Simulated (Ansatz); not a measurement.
# C₂H₆O₂Si: how energies converge with the basis set

One table from this session's results is given with a row withheld; the runs are named, their logs left out.

Program: Ansatz 0.2.0, Gaussian basis. Level of theory: one geometry, several basis sets. These are calculated values, not measurements.

Plan: PBE0-D4/def2-SVP; ωB97M-V/def2-SVP; PBE0-D4/def2-QZVPP; ωB97M-V/def2-QZVPP; the functionals' def2-TZVPP values are taken from earlier runs.

## Structure used throughout

An earlier PBE0-D4 in a triple-zeta def2 set relaxation fixed the geometry.

SMILES `OC1CO[SiH2]1`, 11 atoms, charge 0, spin multiplicity 1.

Atoms are counted from 1 here; the program's logs count them from 0.

Bond lengths: O1–C2 1.414 Å, O1–H6 0.960 Å, C2–C3 1.543 Å, C2–Si5 1.902 Å, C2–H7 1.096 Å, C3–O4 1.447 Å, C3–H8 1.093 Å, C3–H9 1.093 Å, O4–Si5 1.666 Å, Si5–H10 1.489 Å, Si5–H11 1.488 Å. Angles: C2–O1–H6 108.8°, O1–C2–C3 110.3°, O1–C2–Si5 119.8°, O1–C2–H7 111.5°, C3–C2–Si5 82.1°, C3–C2–H7 112.0°, Si5–C2–H7 117.2°, C2–C3–O4 102.6°, C2–C3–H8 114.1°, C2–C3–H9 110.2°, O4–C3–H8 109.5°, O4–C3–H9 110.6°, H8–C3–H9 109.7°, C3–O4–Si5 93.8°, C2–Si5–O4 81.4°, C2–Si5–H10 119.9°, C2–Si5–H11 116.2°, O4–Si5–H10 113.4° and more.

The first run:

The input, in.yaml:

```yaml
crystal:
  periodic: [false, false, false]
  atoms:
    - {symbol: O, position_ang: [-1.531091, 0.975447, 0.144756]}
    - {symbol: C, position_ang: [-0.167265, 0.634405, 0.293145]}
    - {symbol: C, position_ang: [-0.029740, -0.731369, 0.998057]}
    - {symbol: O, position_ang: [0.702443, -1.514786, 0.026467]}
    - {symbol: Si, position_ang: [0.732164, -0.291271, -1.103274]}
    - {symbol: H, position_ang: [-1.596840, 1.742254, -0.428967]}
    - {symbol: H, position_ang: [0.390090, 1.421903, 0.812360]}
    - {symbol: H, position_ang: [0.532323, -0.694669, 1.934489]}
    - {symbol: H, position_ang: [-1.016782, -1.165576, 1.177108]}
    - {symbol: H, position_ang: [2.108971, 0.117142, -1.496592]}
    - {symbol: H, position_ang: [-0.059072, -0.550479, -2.337050]}
basis:
  gaussian: {orbitals: def2-SVP}
hamiltonian: {xc: pbe0, dispersion: d4}
output: {orbitals: {seedname: orbitals}}
```

Started as:

```bash
> ansatz run in.yaml --threads 4 --pin off --events-out ev --progress --plain --max-ram 10444MiB
```

Among the steps run: PBE0-D4 in def2-SVP; ωB97M-V in def2-SVP; PBE0-D4 in def2-QZVPP; ωB97M-V in def2-QZVPP.

One table of the session follows, with a row left open; its other results are not shown here.

It belongs to the step «Functionals by basis». 

| functional | basis | HOMO (eV) | LUMO (eV) |
| --- | --- | --- | --- |
| PBE0-D4 | def2-SVP | -7.17 | 0.04 |
| PBE0-D4 | def2-TZVPP | -7.31 | -0.41 |
| PBE0-D4 | def2-QZVPP | -7.36 | -0.56 |
| ωB97M-V | def2-SVP | -9.47 | 1.93 |
| ωB97M-V | def2-TZVPP | -9.62 | 1.22 |
| ωB97M-V | def2-QZVPP | ? | ? |

Estimate the missing values for ωB97M-V, def2-QZVPP.

**Answer.** HOMO (eV): -9.66; LUMO (eV): 0.87. In the column «HOMO (eV)» it is the lowest.
